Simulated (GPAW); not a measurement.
**NbCu: single point with PBE+U**

Crystal: NbCu.

```
Nb Cu
1.0
     0.00000    2.56221    2.56221
     2.56221    0.00000    2.56221
     2.56221    2.56221    0.00000
Nb Cu
1 1
Direct
  0.00000 0.00000 0.00000
  0.50000 0.50000 0.50000
```

The cell was built by a generator and needn't be a form met in nature.

- Program: GPAW 26.7.0
- Task: single point
- Functional: PBE
- Potentials or basis: GPAW PAW data sets (gpaw-data 1.2.1)
- Cutoff: 600 eV
- Basis: pw
- k mesh: 9 × 9 × 9
- Occupations: fermi-dirac, width 0.05 eV
- Spin: no spin polarisation
- Hubbard terms: Nb d U = 1 eV

* Pressure: 0.7 GPa
* Band gap on the k mesh: none (metal or under the smearing width)

Levels at points of the mesh, in eV from the Fermi level:
```tsv
k point	band 9	band 10	band 11	band 12	band 13	band 14	band 15	band 16
(0.00, 0.00, 0.00)	-3.98	-3.98	1.14	1.14	1.14	2.31	2.31	8.83
```

It took 21 s on 1 thread of Arm Neoverse V2, on a shared host, peak memory 0.16 GiB.

Caveat: with this Cu data set, volumes or pressures lay over 1.5 % or 2 GPa off other programs in two to four cells of ten; U without spin polarisation on a metal has little footing; the U is typed as a test and isn't derived for this compound.
